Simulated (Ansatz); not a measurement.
# Sb₂+ (doublet): energies up the ladder

Wanted for Sb₂+ (doublet): energies up the ladder. Charge +1. Spin multiplicity 2.

Computed with Ansatz 0.2.0 (the levels named in each step, unless a step's input says otherwise).

**1. Starting point**

Bond lengths: Sb1–Sb2 2.534 Å.

As a file:

```xyz
2

Sb    0.0000    0.0000    0.0000
Sb    0.0000    0.0000    2.5343
```

**2. A rough first relaxation, PBE-D4/def2-SVP**

The input, input.yaml:

```yaml
crystal:
  periodic: [false, false, false]
  atoms:
    - { symbol: Sb, position_ang: [0.0, 0.0, 0.0] }
    - { symbol: Sb, position_ang: [0.0, 0.0, 2.53427] }
magnetization:
  spin_polarized: true
  initial_magnetization: 1
total_charge: 1
basis:
  gaussian: { orbitals: def2-SVP }
hamiltonian:
  xc: pbe
  dispersion: d4
relax:
  f_tol: 0.03
  max_steps: 200
```

Launch:

```bash
$ ansatz run input.yaml --threads 2 --pin off --max-ram 5120MiB --backend cpu --events-out ev --progress --plain --runs-dir out
```

After this run come: Relaxation, PBE0-D4/def2-TZVPP; Frequencies, PBE0-D4/def2-TZVPP; Single point, PBE-D4/def2-TZVPP; Single point, r2SCAN-D4/def2-TZVPP; Single point, B3LYP-D4/def2-TZVPP; Single point, wB97M-V/def2-TZVPP; Single point, B2PLYP/def2-TZVPP; Single point, LDA/def2-TZVPP; Single point, PBE0-D4/def2-SVP; Single point, PBE-D4/def2-SVP; Single point, CCSD(T)/def2-TZVPP; Single point, CCSD(T)/def2-QZVPP.

Q: Predict the outcome of this session. Wanted: Sb1–Sb2 at PBE0-D4/def2-TZVPP; frequencies at PBE0-D4/def2-TZVPP; energy at CCSD(T)/CBS.

**Answer**, as computed:

```
                         quantity          value
    Sb1–Sb2 at PBE0-D4/def2-TZVPP        2.566 Å
frequencies at PBE0-D4/def2-TZVPP       262 cm⁻¹
            energy at CCSD(T)/CBS  -13051.573 eV
```

What this shows: No mode is imaginary, so the geometry is a minimum. These totals serve in differences with atoms or fragments at the same level; alone they don't rank the methods. A T1 diagnostic of 0.050 (charge +1) lies over the usual mark for one of the runs, a hint of some multireference character there. <S²> exceeds the pure value by up to 0.68: some mean fields break spin symmetry, which blurs their results. Heavy atoms carry effective core potentials in def2 sets, and spin-orbit coupling is left out.
